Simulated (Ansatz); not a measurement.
# ClGeHO: vertical ionisation energy

An exercise on one series of results from a longer session: the logs are not shown, and one member is left open.

Computed with Ansatz 0.2.0, Gaussian basis. Level: unrestricted cation, the program's frozen cores in correlated methods.

The runs, in order: UKS PBE-D4/def2-TZVPP; UKS r2SCAN-D4/def2-TZVPP; UKS PBE0-D4/def2-TZVPP; UKS B3LYP-D4/def2-TZVPP; UKS wB97X-V/def2-TZVPP; UKS wB97M-V/def2-TZVPP; UKS B2PLYP/def2-TZVPP; UHF-CCSD(T)/def2-TZVPP; UHF-CCSD(T)/def2-QZVPP; extrapolation to the limit; then −ε(HOMO) from the neutral's earlier runs with LDA (SPW92), PBE-D4, revPBE-D4, BLYP-D4, r2SCAN-D4, B97M-V, PBE0-D4, B3LYP-D4, r2SCANh-D4, r2SCAN0-D4, HSE06-D4, BHLYP-D4, CAM-B3LYP-D4, LC-ωPBE, ωB97X-V, ωB97M-V.

## The geometry

An earlier PBE0-D4 in a triple-zeta def2 set relaxation fixed the geometry.

SMILES `[OH][Ge][Cl]`, 4 atoms, charge 0, spin multiplicity 1.

Atoms are counted from 1 here; the program's logs count them from 0.

Bond lengths: O1–Ge2 1.772 Å, O1–H4 0.963 Å, Ge2–Cl3 2.212 Å. Angles: Ge2–O1–H4 115.0°, O1–Ge2–Cl3 98.5°.

Set-up of the first run:

Input file in.yaml:

```yaml
crystal:
  periodic: [false, false, false]
  atoms:
    - {symbol: O, position_ang: [-0.860939, 0.576776, -0.473766]}
    - {symbol: Ge, position_ang: [-0.603889, -0.622276, 0.804729]}
    - {symbol: Cl, position_ang: [1.585416, -0.860249, 0.594325]}
    - {symbol: H, position_ang: [-0.064987, 0.845550, -0.945488]}
basis:
  gaussian: {orbitals: def2-TZVPP}
total_charge: 1
magnetization: {spin_polarized: true, initial_magnetization: 1}
hamiltonian: {xc: pbe, dispersion: d4}
```

Launch:

```bash
ansatz run in.yaml --threads 2 --pin off --events-out ev --progress --plain --max-ram 32768MiB --backend cpu
```

Among the steps run: Cation, UKS PBE-D4/def2-TZVPP; Cation, UKS r2SCAN-D4/def2-TZVPP; Cation, UKS PBE0-D4/def2-TZVPP; Cation, UKS B3LYP-D4/def2-TZVPP; Cation, UKS wB97X-V/def2-TZVPP; Cation, UKS wB97M-V/def2-TZVPP; Cation, UKS B2PLYP (frozen core)/def2-TZVPP; Cation, UHF-CCSD(T)/def2-TZVPP; Cation, UHF-CCSD(T)/def2-QZVPP.

One of the session's tables, all rows but one given; the rest of the session is left out.

It belongs to the step «Ionisation energies side by side». For comparison, −ε(HOMO) of the neutral from earlier runs:

| functional | −ε(HOMO) (eV) |
| --- | --- |
| LDA (SPW92) | 7.13 |
| PBE-D4 | 6.94 |
| revPBE-D4 | 6.87 |
| BLYP-D4 | 6.82 |
| r2SCAN-D4 | 7.25 |
| B97M-V | 7.20 |
| PBE0-D4 | 8.09 |
| B3LYP-D4 | 7.91 |
| r2SCANh-D4 | 7.67 |
| r2SCAN0-D4 | 8.30 |
| HSE06-D4 | 7.69 |
| BHLYP-D4 | 9.12 |
| CAM-B3LYP-D4 | 9.41 |
| LC-ωPBE | ? |
| ωB97X-V | 10.34 |
| ωB97M-V | 10.23 |

**Question.** Estimate the row for LC-ωPBE.

The run gave: −ε(HOMO) (eV): 10.67. In the column «−ε(HOMO) (eV)» it is the highest.
